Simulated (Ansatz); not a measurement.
# CH₅AlOSi: up Jacob's ladder to CCSD(T)

An exercise on one series of results from a longer session: the logs are not shown, and one member is left open.

The runs use Ansatz 0.2.0, Gaussian basis; functionals in def2-TZVPP, the program's frozen cores in correlated methods.

Levels to be run: LDA (SPW92), PBE-D4, revPBE-D4, BLYP-D4, r2SCAN-D4, B97M-V, PBE0-D4, B3LYP-D4, r2SCANh-D4, r2SCAN0-D4, HSE06-D4, BHLYP-D4, CAM-B3LYP-D4, LC-ωPBE, ωB97X-V, ωB97M-V, B2PLYP, PBE-QIDH; CCSD(T)/def2-SVP; CCSD(T)/def2-TZVPP; MP2/def2-QZVPP; extrapolation to the limit; RPA on PBE.

## The relaxed structure

All runs share one geometry, relaxed beforehand with PBE0-D4 in a triple-zeta def2 set.

9 atoms, charge 0, spin multiplicity 1.

Atoms are counted from 1 here; the program's logs count them from 0.

Bond lengths: O1–C2 1.250 Å, O1–Al3 1.967 Å, C2–Al3 1.941 Å, C2–H5 1.104 Å, Al3–Si4 2.443 Å, Al3–H6 1.582 Å, Si4–H7 1.491 Å, Si4–H8 1.492 Å, Si4–H9 1.491 Å. Angles: C2–O1–Al3 70.2°, O1–C2–Al3 72.5°, O1–C2–H5 117.0°, Al3–C2–H5 170.5°, O1–Al3–C2 37.3°, O1–Al3–Si4 112.7°, O1–Al3–H6 111.3°, C2–Al3–Si4 116.8°, C2–Al3–H6 115.5°, Si4–Al3–H6 127.5°, Al3–Si4–H7 112.3°, Al3–Si4–H8 111.1°, Al3–Si4–H9 111.5°, H7–Si4–H8 106.9°, H7–Si4–H9 107.5°, H8–Si4–H9 107.2°.

Coordinates:

```
O     1.27285    1.50366   -0.77434
C     0.94196    0.76089   -1.72317
Al    0.92939   -0.31478   -0.10761
Si   -1.19855   -0.49859    1.07849
H     0.90435    1.21700   -2.72751
H     2.27895   -1.07447    0.21414
H    -1.04839   -0.29208    2.54784
H    -1.80336   -1.84958    0.88997
H    -2.18870    0.50166    0.58510
```

Set-up of the first run:

Contents of in.yaml:

```yaml
crystal:
  periodic: [false, false, false]
  atoms:
    - {symbol: O, position_ang: [1.272848, 1.503663, -0.774340]}
    - {symbol: C, position_ang: [0.941960, 0.760885, -1.723169]}
    - {symbol: Al, position_ang: [0.929392, -0.314784, -0.107610]}
    - {symbol: Si, position_ang: [-1.198553, -0.498592, 1.078493]}
    - {symbol: H, position_ang: [0.904350, 1.217000, -2.727515]}
    - {symbol: H, position_ang: [2.278953, -1.074468, 0.214137]}
    - {symbol: H, position_ang: [-1.048393, -0.292082, 2.547837]}
    - {symbol: H, position_ang: [-1.803359, -1.849584, 0.889966]}
    - {symbol: H, position_ang: [-2.188699, 0.501662, 0.585104]}
basis:
  gaussian: {orbitals: def2-TZVPP}
hamiltonian: {xc: lda}
output: {orbitals: {seedname: orbitals}}
```

The run is started by

```sh
ansatz run in.yaml --threads 2 --pin off --events-out ev --progress --plain --max-ram 4352MiB
```

Steps of the session up to this table: LDA; PBE-D4 (GGA); revPBE-D4 (GGA); BLYP-D4 (GGA); r2SCAN-D4 (meta-GGA); B97M-V (meta-GGA); PBE0-D4 (hybrid); B3LYP-D4 (hybrid); r2SCANh-D4 (hybrid); r2SCAN0-D4 (hybrid); HSE06-D4 (hybrid); BHLYP-D4 (hybrid); CAM-B3LYP-D4 (range-separated); LC-ωPBE (range-separated); ωB97X-V (range-separated); ωB97M-V (range-separated); B2PLYP (double hybrid); PBE-QIDH (double hybrid).

One table of the session follows, with a row left open; its other results are not shown here.

It belongs to the step «Frontier levels by functional». 

| functional | HOMO (eV) | LUMO (eV) | gap (eV) |
| --- | --- | --- | --- |
| LDA (SPW92) | ? | ? | ? |
| PBE-D4 | -6.16 | -3.40 | 2.76 |
| revPBE-D4 | -6.11 | -3.30 | 2.81 |
| BLYP-D4 | -6.05 | -3.24 | 2.82 |
| r2SCAN-D4 | -6.40 | -3.16 | 3.24 |
| B97M-V | -6.50 | -3.03 | 3.47 |
| PBE0-D4 | -7.42 | -2.15 | 5.27 |
| B3LYP-D4 | -7.23 | -2.41 | 4.81 |
| r2SCANh-D4 | -6.88 | -2.70 | 4.18 |
| r2SCAN0-D4 | -7.58 | -2.02 | 5.55 |
| HSE06-D4 | -7.02 | -2.55 | 4.47 |
| BHLYP-D4 | -8.50 | -0.83 | 7.67 |
| CAM-B3LYP-D4 | -8.75 | -0.88 | 7.87 |
| LC-ωPBE | -10.06 | 0.40 | 10.46 |
| ωB97X-V | -9.73 | 0.30 | 10.03 |
| ωB97M-V | -9.51 | 0.18 | 9.69 |

Estimate the missing values for LDA (SPW92).

The run gave: HOMO (eV): -6.27; LUMO (eV): -3.67; gap (eV): 2.60. In the column «HOMO (eV)» it lies between r2SCAN-D4 (-6.40) and PBE-D4 (-6.16).
